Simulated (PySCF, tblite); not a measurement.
**C₅H₁₁FOSi: infrared bands and NMR shifts**

What infrared bands and NMR shifts should C₅H₁₁FOSi (`C[C@@H]1COC[C@@H](F)[SiH2]1`) show?

Computed with tblite 0.8.0 and PySCF 2.14.0, with density-fitted response routines of our own, on a single molecule in the gas phase. Atoms are numbered from 0 throughout.

## 1. The starting structure

19 atoms, charge 0, multiplicity 1; geometry from: GFN2-xTB.

Bonds of the start (Å): C0–C1 1.52, C1–C2 1.54, C2–O3 1.41, O3–C4 1.40, C4–C5 1.53, C5–F6 1.39, C5–Si7 1.92, Si7–C1 1.90, C0–H8 1.09, C0–H9 1.09, C0–H10 1.09, C1–H11 1.10, C2–H12 1.09, C2–H13 1.10, C4–H14 1.10, C4–H15 1.09, C5–H16 1.10, Si7–H17 1.47, Si7–H18 1.46.

## 2. Vibrational analysis with GFN2-xTB

What the job is given:

```
{"job": {"kind": "ir", "xc": "GFN2-xTB", "basis": "xTB"}, "charge": 0, "multiplicity": 1}
C      2.380106    -0.406106    -0.342639
C      0.894296    -0.181731    -0.602664
C      0.490678     1.254345    -0.237675
O     -0.852747     1.550302    -0.537390
C     -1.798232     1.018192     0.352890
C     -1.940256    -0.502400     0.314771
F     -2.603281    -0.871818    -0.850411
Si    -0.234627    -1.385153     0.349187
H      2.666942    -1.413185    -0.634344
H      2.982827     0.301783    -0.909635
H      2.610333    -0.279672     0.713085
H      0.711360    -0.294112    -1.676620
H      1.074681     1.969287    -0.826428
H      0.689966     1.442730     0.829659
H     -1.552524     1.305833     1.388330
H     -2.746131     1.482956     0.065893
H     -2.604197    -0.811140     1.129549
H      0.178822    -1.478442     1.756482
H     -0.357819    -2.692418    -0.289505
```

**Question.** This job is followed by: GIAO PBE0/pcSseg-1 NMR shielding, non-relativistic, gas phase. What will the session give for the following? strongest single infrared mode (GFN2-xTB); zero-point energy (GFN2-xTB); 13C shifts against TMS (PBE0/pcSseg-1); 1H shifts against TMS (PBE0/pcSseg-1, means over atoms taken as alike); 17O shifts against H2O (PBE0/pcSseg-1); 19F shifts against CFCl3 (PBE0/pcSseg-1); 29Si shifts against TMS (PBE0/pcSseg-1).

As calculated:

| quantity | value |
| --- | --- |
| strongest single infrared mode (GFN2-xTB) | 2225 cm⁻¹, 296 km/mol |
| zero-point energy (GFN2-xTB) | 94.3 kcal/mol |
| 13C shifts against TMS (PBE0/pcSseg-1) | 85.9, 78.7, 78.0, 17.4, 15.3 ppm |
| 1H shifts against TMS (PBE0/pcSseg-1, means over atoms taken as alike) | 4.82, 4.55, 4.36, 4.27, 3.90, 3.47, 3.03, 1.48, 0.96 ppm |
| 17O shifts against H2O (PBE0/pcSseg-1) | 44.0 ppm |
| 19F shifts against CFCl3 (PBE0/pcSseg-1) | -242.2 ppm |
| 29Si shifts against TMS (PBE0/pcSseg-1) | -44.9 ppm |

All 51 modes are real, so the xTB geometry is a minimum. The strongest single mode, at 2225 cm⁻¹, moves mainly H17. Unscaled tight-binding wavenumbers are off by several per cent, some by more. Its intensities can rank the bands wrongly. The most deshielded carbon is C5 (sp3 CH bonded to F and Si), at 85.9 ppm: pulled downfield by the heteroatom. At PBE0/pcSseg-1: The widest tensor belongs to F6: span 111 ppm, with a paramagnetic part of -61 ppm.
